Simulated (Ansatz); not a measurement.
# C3H8SSi: one species, many methods

The task here is to estimate one member of a computed series from the others.

Method: functionals in def2-TZVPP, the program's frozen cores in correlated methods; program: Ansatz 0.2.0, Gaussian basis.

Plan: LDA (SPW92), PBE-D4, revPBE-D4, BLYP-D4, r2SCAN-D4, B97M-V, PBE0-D4, B3LYP-D4, r2SCANh-D4, r2SCAN0-D4, HSE06-D4, BHLYP-D4, CAM-B3LYP-D4, LC-ωPBE, ωB97X-V, ωB97M-V, B2PLYP, PBE-QIDH; CCSD(T)/def2-SVP; CCSD(T)/def2-TZVPP; MP2/def2-QZVPP; extrapolation to the limit; RPA on PBE.

## Structure used throughout

An earlier PBE0-D4 in a triple-zeta def2 set relaxation fixed the geometry.

SMILES `C[SiH2]C(C)=S`, 13 atoms, charge 0, spin multiplicity 1.

Atoms are counted from 1 here; the program's logs count them from 0.

Bond lengths: C1–Si2 1.857 Å, C1–H6 1.091 Å, C1–H7 1.091 Å, C1–H8 1.093 Å, Si2–C3 1.897 Å, Si2–H9 1.492 Å, Si2–H10 1.492 Å, C3–C4 1.491 Å, C3–S5 1.620 Å, C4–H11 1.096 Å, C4–H12 1.090 Å, C4–H13 1.096 Å. Angles: Si2–C1–H6 110.6°, Si2–C1–H7 110.6°, Si2–C1–H8 110.2°, H6–C1–H7 107.8°, H6–C1–H8 108.7°, H7–C1–H8 108.7°, C1–Si2–C3 112.7°, C1–Si2–H9 111.6°, C1–Si2–H10 111.6°, C3–Si2–H9 106.8°, C3–Si2–H10 106.7°, H9–Si2–H10 107.0°, Si2–C3–C4 117.5°, Si2–C3–S5 119.8°, C4–C3–S5 122.7°, C3–C4–H11 109.9°, C3–C4–H12 111.9°, C3–C4–H13 109.9° and more.

The first run:

The input, in.yaml:

```yaml
crystal:
  periodic: [false, false, false]
  atoms:
    - {symbol: C, position_ang: [-0.922515, 1.418953, 1.484279]}
    - {symbol: Si, position_ang: [-0.626313, 0.582790, -0.147624]}
    - {symbol: C, position_ang: [0.724049, -0.745823, -0.055517]}
    - {symbol: C, position_ang: [1.044800, -1.491027, -1.306902]}
    - {symbol: S, position_ang: [1.479059, -1.029533, 1.349925]}
    - {symbol: H, position_ang: [-1.231186, 0.692575, 2.238136]}
    - {symbol: H, position_ang: [-0.010953, 1.902648, 1.839595]}
    - {symbol: H, position_ang: [-1.705090, 2.175227, 1.384932]}
    - {symbol: H, position_ang: [-1.858619, -0.090035, -0.651746]}
    - {symbol: H, position_ang: [-0.200613, 1.556426, -1.194631]}
    - {symbol: H, position_ang: [0.144441, -1.988940, -1.685088]}
    - {symbol: H, position_ang: [1.831650, -2.229413, -1.150086]}
    - {symbol: H, position_ang: [1.351889, -0.788551, -2.090372]}
basis:
  gaussian: {orbitals: def2-TZVPP}
hamiltonian: {xc: lda}
output: {orbitals: {seedname: orbitals}}
```

Command:

```bash
$ ansatz run in.yaml --threads 4 --pin off --events-out ev --progress --plain --max-ram 10444MiB
```

Among the steps run: LDA; PBE-D4 (GGA); revPBE-D4 (GGA); BLYP-D4 (GGA); r2SCAN-D4 (meta-GGA); B97M-V (meta-GGA); B3LYP-D4 (hybrid); r2SCANh-D4 (hybrid); r2SCAN0-D4 (hybrid); HSE06-D4 (hybrid); BHLYP-D4 (hybrid); CAM-B3LYP-D4 (range-separated); LC-ωPBE (range-separated); ωB97X-V (range-separated); ωB97M-V (range-separated); B2PLYP (double hybrid); PBE-QIDH (double hybrid).

One table of the session follows, with a row left open; its other results are not shown here.

```
  functional  HOMO (eV)  LUMO (eV)  gap (eV)
 LDA (SPW92)      -5.18      -3.39      1.78
      PBE-D4      -5.05      -3.23      1.82
   revPBE-D4      -5.00      -3.16      1.83
     BLYP-D4      -4.90      -3.06      1.84
   r2SCAN-D4      -5.24      -3.13      2.11
      B97M-V      -5.37      -3.11      2.26
     PBE0-D4      -6.24      -2.32      3.92
    B3LYP-D4      -6.01      -2.50      3.51
  r2SCANh-D4      -5.69      -2.79      2.90
  r2SCAN0-D4      -6.36      -2.27      4.09
    HSE06-D4      -5.84      -2.70      3.14
    BHLYP-D4      -7.30      -1.23      6.07
CAM-B3LYP-D4      -7.55      -1.14      6.41
     LC-ωPBE      -8.93      -0.08      8.85
     ωB97X-V          ?          ?         ?
     ωB97M-V      -8.43      -0.18      8.25
```

**Question.** Estimate the row for ωB97X-V.

**Answer.** HOMO (eV): -8.58; LUMO (eV): -0.13; gap (eV): 8.45. In the column «HOMO (eV)» it lies between LC-ωPBE (-8.93) and ωB97M-V (-8.43).
